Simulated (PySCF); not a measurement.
# GeSiH6O (SMILES [OH][GeH2][SiH3]) at HF/3-21G

What is the energy change on altering one bond length of GeSiH6O at HF/3-21G? Input form: a Python script.

The calculation is run with PySCF 2.14.0.

2 further runs of the same task are left out: 2 set aside as unsound or not needed.

## 1. The system as given

GeSiH6O: 9 atoms, total charge 0, spin state singlet. SMILES: `[OH][GeH2][SiH3]`. The shape is that of a PBE0-D4/def2-TZVP optimisation. This is one conformer, not always the lowest.

Bond lengths: O1–Ge2 1.791 Å, Ge2–Si3 2.389 Å, O1–H4 0.960 Å, Ge2–H5 1.546 Å, Ge2–H6 1.536 Å, Si3–H7 1.488 Å, Si3–H8 1.488 Å, Si3–H9 1.486 Å. Some angles: O1–Ge2–Si3 109.9°, O1–Ge2–H5 109.2°, O1–Ge2–H6 103.6°, Si3–Ge2–H5 111.3°, Si3–Ge2–H6 113.0°, Ge2–O1–H4 112.4°, Ge2–Si3–H7 110.2°, Ge2–Si3–H8 109.3°, Ge2–Si3–H9 110.4°, H5–Ge2–H6 109.6°.

## 2. The energy at HF/3-21G

File calc.py:

```python
from pyscf import gto

mol = gto.Mole()
mol.atom = '''
O     -3.147150     1.895773    -1.615338
Ge     0.163083     1.699998    -0.936359
Si     0.993618    -1.909946     1.644818
H     -3.729186     0.506258    -2.624830
H      1.651054     1.572441    -3.447616
H      0.733403     4.207853     0.407992
H      3.752996    -2.140682     2.132367
H      0.113573    -4.225806     0.314261
H     -0.364339    -1.693384     4.092769
'''
mol.basis = '3-21g'
mol.verbose = 3
mol.unit = 'bohr'
mol.max_memory = 1860
mol.charge = 0
mol.build()

hf = mol.RHF()
hf.conv_tol = 1e-10
hf.kernel()
if not hf.converged:
    hf = hf.newton().run(hf.mo_coeff, hf.mo_occ)

e_final = hf.e_tot
print('E = %.10f Eh' % e_final)
```

The run is started by

```
$ OMP_NUM_THREADS=1 python calc.py
```

Output:

```text
converged SCF energy = -2430.66317349574
E = -2430.6631734957 Eh
```

Wall time 0.95 s (1 thread of Intel Xeon at 2.70GHz, shared host); peak memory 0.13 GiB.

## 3. The distorted shape at the same level

File job.py:

```python
from pyscf import gto

molecule = gto.M(
    atom='''
O       -1.295799       1.885562      -0.213759
Ge       0.455901       1.781962       0.145541
Si       0.895401      -0.128338       1.511441
H       -1.973400       0.267900      -1.389000
H        1.243301       1.714462      -1.183359
H        0.757701       3.109062       0.856941
H        2.355601      -0.250438       1.769441
H        0.429701      -1.353838       0.807341
H        0.176801      -0.013738       2.806841
''',
    verbose=3,
    basis='3-21g',
    max_memory=1860,
)

mf = molecule.RHF()
mf.conv_tol = 1e-10
mf.kernel()
if not mf.converged:
    mf = mf.newton().run(mf.mo_coeff, mf.mo_occ)

energy = mf.e_tot
print('E = %.10f Eh' % energy)
```

The run is started by

```
$ OMP_NUM_THREADS=1 python job.py
```

Output:

```text
converged SCF energy = -2430.4299604625
E = -2430.4299604625 Eh
```

Wall time 1 s (1 thread of Intel Xeon at 2.70GHz, shared host); peak memory 0.13 GiB.

## 4. Outcome

At HF/3-21G:

| quantity | value |
| --- | --- |
| first shape: total energy | -2430.66317 Eh |
| first shape: dipole moment | 1.87 D |
| first shape: HOMO energy | -10.56 eV |
| first shape: LUMO energy | 3.19 eV |
| first shape: HOMO–LUMO gap | 13.74 eV |
| distorted shape: total energy | -2430.42996 Eh |
| distorted shape: dipole moment | 1.59 D |
| distorted shape: HOMO energy | -10.12 eV |
| distorted shape: LUMO energy | -0.67 eV |
| distorted shape: HOMO–LUMO gap | 9.45 eV |
| energy change with the O1–H4 bond stretched from 0.960 to 2.111 Å | 6.346 eV |

**Reading.** One bond (distorted shape) is far stretched, which a spin-restricted single reference describes badly; a broken-symmetry solution may lie lower. With the O1–H4 bond stretched from 0.960 to 2.111 Å the energy rises by 6.35 eV (146 kcal/mol). The first shape isn't relaxed at this level, so the change isn't measured from a minimum. A restricted reference can't describe the breaking bond well at this length. Mulliken charges (distorted shape) run from -0.51 on O1 to +0.94 on Ge2.
